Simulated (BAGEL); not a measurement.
# TiHCl3O (SMILES Cl[Ti](Cl)(Cl)O) at PBE0/def2-SVP (density fitting with qzvpp-jkfit)

Aim: the energy change on altering one bond length of TiHCl3O at PBE0/def2-SVP (density fitting with qzvpp-jkfit), from 2 runs. 

The calculation is run with BAGEL 1.2.2.

7 further runs of the same task are left out: 6 that didn't finish, 1 set aside as unsound or not needed.

## 1. Starting point

TiHCl3O: 6 atoms, total charge 0, spin state singlet. As SMILES, `Cl[Ti](Cl)(Cl)O`. The shape is that of a PBE0-D4/def2-TZVP optimisation.

Bond lengths: Cl1–Ti2 2.179 Å, Ti2–Cl3 2.179 Å, Ti2–Cl4 2.180 Å, Ti2–O5 1.745 Å, O5–H6 0.958 Å. Angles: Cl1–Ti2–Cl3 108.5°, Cl1–Ti2–Cl4 110.3°, Cl1–Ti2–O5 109.1°, Cl3–Ti2–Cl4 110.3°, Cl3–Ti2–O5 109.1°, Cl4–Ti2–O5 109.5°, Ti2–O5–H6 146.9°.

## 2. The energy at PBE0/def2-SVP (density fitting with qzvpp-jkfit)

input.json reads:

```json
{ "bagel": [

{
  "title": "molecule",
  "basis": "svp",
  "df_basis": "qzvpp-jkfit",
  "angstrom": true,
  "geometry": [
    { "atom": "Cl", "xyz": [   -1.629250,   -0.831330,    1.360800 ] },
    { "atom": "Ti", "xyz": [   -0.080580,   -0.347470,   -0.093680 ] },
    { "atom": "Cl", "xyz": [    1.757320,   -1.362960,    0.488070 ] },
    { "atom": "Cl", "xyz": [   -0.693400,   -0.978720,   -2.087950 ] },
    { "atom": "O", "xyz": [    0.191890,    1.375840,   -0.087440 ] },
    { "atom": "H", "xyz": [    0.454040,    2.144630,    0.420190 ] }
  ]
},
{
  "title": "ks",
  "xc_func": "pbe0"
},
{
  "title": "print",
  "file": "orbitals.molden",
  "orbitals": true
}

]}
```

Command:

```sh
BAGEL_NUM_THREADS=1 BAGEL input.json > input.out
```

The log of the run:

```text
* using 1 threads per process

  ===============================================================
  ===============================================================

  *** Geometry ***

  { "atom" : "Cl", "xyz" : [     -3.078836,     -1.570986,      2.571539 ] },
  { "atom" : "Ti", "xyz" : [     -0.152274,     -0.656623,     -0.177030 ] },
  { "atom" : "Cl", "xyz" : [      3.320854,     -2.575621,      0.922319 ] },
  { "atom" : "Cl", "xyz" : [     -1.310336,     -1.849513,     -3.945654 ] },
  { "atom" : "O", "xyz" : [      0.362620,      2.599961,     -0.165238 ] },
  { "atom" : "H", "xyz" : [      0.858011,      4.052763,      0.794044 ] },

  Number of auxiliary basis functions:      743

  Since a DF basis is specified, we compute 2- and 3-index integrals:
    o Being stored without compression. Storage requirement is 0.064 GB

  Number of basis functions:      104
  Number of electrons      :       82

    * METHOD: MOLECULE                             0.35

  *** Kohn-Sham DFT ***

    * Removing 11834 points whose weight is below 1.00e-10
    * Grid points: 77602

  === Nuclear Repulsion ===
   537.7271692348

       - DIIS with orbital gradients will be used.

  === KS iteration (pbe0 / svp) ===
      0      -2245.07356079          0.14597522           0.38
      1      -2208.10800738          0.14506749           0.34
      2      -2210.74424458          0.19526233           0.35
      3      -2274.43867667          0.10204520           0.34
      4      -2301.99661240          0.05088754           0.33
      5      -2304.51678501          0.02038859           0.34
      6      -2304.27030876          0.02909026           0.34
      7      -2304.80404754          0.00414039           0.35
      8      -2304.81239587          0.00235455           0.35
      9      -2304.81640127          0.00054297           0.35
     10      -2304.81685755          0.00019158           0.34
     11      -2304.81689491          0.00002256           0.34
     12      -2304.81689551          0.00000854           0.34
     13      -2304.81689559          0.00000373           0.34
     14      -2304.81689560          0.00000123           0.34
     15      -2304.81689561          0.00000041           0.34
     16      -2304.81689561          0.00000042           0.34
     17      -2304.81689561          0.00000009           0.34
     18      -2304.81689561          0.00000004           0.33
     19      -2304.81689561          0.00000003           0.33
     20      -2304.81689561          0.00000001           0.34
    * SCF iteration converged.

    * Permanent dipole moment:
           (   -0.255486,    -0.988523,    -0.356420) a.u.

    * METHOD: KS                                   7.49

    * METHOD: PRINT                                0.01

  ===============================================================
```

Run time: 8.1 s. Hardware: 1 thread of AMD EPYC 9R45 (Zen 5), shared host; peak memory 0.48 GiB.

## 3. The distorted shape

dft.json reads:

```json
{ "bagel" : [

{
  "title" : "molecule",
  "basis" : "svp",
  "df_basis" : "qzvpp-jkfit",
  "angstrom" : true,
  "geometry" : [
    { "atom" : "Cl", "xyz" : [      -2.868195,      -1.218421,       2.524392 ] },
    { "atom" : "Ti", "xyz" : [      -0.080580,      -0.347470,      -0.093680 ] },
    { "atom" : "Cl", "xyz" : [       1.757320,      -1.362960,       0.488070 ] },
    { "atom" : "Cl", "xyz" : [      -0.693400,      -0.978720,      -2.087950 ] },
    { "atom" : "O", "xyz" : [       0.191890,       1.375840,      -0.087440 ] },
    { "atom" : "H", "xyz" : [       0.454040,       2.144630,       0.420190 ] }
  ]
},

{
  "title" : "ks",
  "xc_func" : "pbe0"
},

{
  "title" : "print",
  "file" : "orbitals.molden",
  "orbitals" : true
}

]}
```

Command:

```sh
BAGEL_NUM_THREADS=1 BAGEL dft.json > dft.out
```

The log of the run:

```text
* using 1 threads per process

  ===============================================================
  ===============================================================

  *** Geometry ***

  { "atom" : "Cl", "xyz" : [     -5.420103,     -2.302482,      4.770410 ] },
  { "atom" : "Ti", "xyz" : [     -0.152274,     -0.656623,     -0.177030 ] },
  { "atom" : "Cl", "xyz" : [      3.320854,     -2.575621,      0.922319 ] },
  { "atom" : "Cl", "xyz" : [     -1.310336,     -1.849513,     -3.945654 ] },
  { "atom" : "O", "xyz" : [      0.362620,      2.599961,     -0.165238 ] },
  { "atom" : "H", "xyz" : [      0.858011,      4.052763,      0.794044 ] },

  Number of auxiliary basis functions:      743

  Since a DF basis is specified, we compute 2- and 3-index integrals:
    o Being stored without compression. Storage requirement is 0.064 GB

  Number of basis functions:      104
  Number of electrons      :       82

    * METHOD: MOLECULE                             0.35

  *** Kohn-Sham DFT ***

    * Removing 10432 points whose weight is below 1.00e-10
    * Grid points: 79004

  === Nuclear Repulsion ===
   463.5061709610

       - DIIS with orbital gradients will be used.

  === KS iteration (pbe0 / svp) ===
      0      -2223.78384443          0.14100416           0.38
      1      -2125.19672152          0.11825511           0.34
      2      -2037.04256183          0.12263619           0.36
      3      -2293.88001227          0.06466415           0.36
      4      -2284.71944836          0.07898865           0.34
      5      -2303.64782574          0.02727875           0.34
      6      -2304.16787539          0.01937556           0.34
      7      -2304.02077218          0.02111886           0.33
      8      -2290.11011893          0.09309102           0.34
      9      -2303.03835572          0.04756549           0.34
     10      -2304.49265783          0.01542010           0.34
     11      -2292.90419398          0.06700798           0.34
     12      -2293.63011607          0.07953939           0.33
     13      -2294.41071229          0.06197249           0.35
     14      -2304.33667527          0.01705366           0.35
     15      -2294.33160145          0.07534697           0.35
     16      -2303.66253799          0.04345315           0.35
     17      -2292.62635816          0.07050455           0.34
     18      -2293.17686762          0.07060095           0.35
     19      -2293.67724565          0.07213175           0.36
     20      -2302.98365695          0.03498474           0.36
     21      -2296.24200879          0.10167350           0.35
     22      -2299.84534889          0.07551630           0.34
     23      -2304.24266257          0.02197909           0.34
     24      -2293.56516316          0.06733045           0.34
     25      -2295.49948631          0.07580233           0.34
     26      -2303.97603581          0.02158885           0.33
     27      -2304.62179458          0.00678671           0.33
     28      -2304.47778539          0.01348350           0.34
     29      -2303.67254388          0.03539503           0.34
     30      -2304.45115830          0.01434579           0.34
     31      -2304.57064505          0.00941536           0.34
     32      -2304.64014022          0.00450989           0.34
     33      -2304.66601155          0.00032068           0.34
     34      -2304.66605954          0.00032218           0.34
     35      -2304.66614656          0.00011391           0.35
     36      -2304.66616869          0.00003483           0.34
     37      -2304.66617024          0.00001866           0.34
     38      -2304.66617051          0.00000694           0.34
     39      -2304.66617063          0.00000293           0.34
     40      -2304.66617066          0.00000176           0.34
     41      -2304.66617067          0.00000145           0.34
     42      -2304.66617067          0.00000135           0.34
     43      -2304.66617068          0.00000066           0.34
     44      -2304.66617068          0.00000078           0.34
     45      -2304.66617068          0.00000044           0.34
     46      -2304.66617068          0.00000028           0.33
     47      -2304.66617068          0.00000017           0.34
     48      -2304.66617068          0.00000022           0.34
     49      -2304.66617068          0.00000012           0.34
     50      -2304.66617068          0.00000018           0.33
     51      -2304.66617068          0.00000006           0.34
     52      -2304.66617068          0.00000007           0.34
     53      -2304.66617068          0.00000004           0.34
     54      -2304.66617068          0.00000003           0.35
     55      -2304.66617068          0.00000003           0.35
     56      -2304.66617068          0.00000004           0.36
     57      -2304.66617068          0.00000001           0.35
     58      -2304.66617068          0.00000003           0.34
     59      -2304.66617068          0.00000001           0.35
    * SCF iteration converged.

    * Permanent dipole moment:
           (   -2.017798,    -1.453221,     1.294016) a.u.

    * METHOD: KS                                  20.89

    * METHOD: PRINT                                0.01

  ===============================================================
```

Wall time 22 s (1 thread of AMD EPYC 9R45 (Zen 5), shared host); peak memory 0.49 GiB.

## 4. Outcome

Level: PBE0/def2-SVP (density fitting with qzvpp-jkfit).

```
                                                           quantity           value
                                          first shape: total energy  -2304.81690 Eh
                                         first shape: dipole moment          2.75 D
                                           first shape: HOMO energy        -9.10 eV
                                           first shape: LUMO energy        -3.25 eV
                                         first shape: HOMO–LUMO gap         5.86 eV
                                      distorted shape: total energy  -2304.66617 Eh
                                     distorted shape: dipole moment          7.12 D
                                       distorted shape: HOMO energy        -6.55 eV
                                       distorted shape: LUMO energy        -5.03 eV
                                     distorted shape: HOMO–LUMO gap         1.52 eV
energy change with the Cl1–Ti2 bond stretched from 2.179 to 3.922 Å        4.101 eV
```

**Reading.** One bond (distorted shape) is far stretched, which a spin-restricted single reference describes badly; a broken-symmetry solution may lie lower. With the Cl1–Ti2 bond stretched from 2.179 to 3.922 Å the energy rises by 4.10 eV (95 kcal/mol). The first shape isn't relaxed at this level, so the change isn't measured from a minimum. A restricted reference can't describe the breaking bond well at this length.
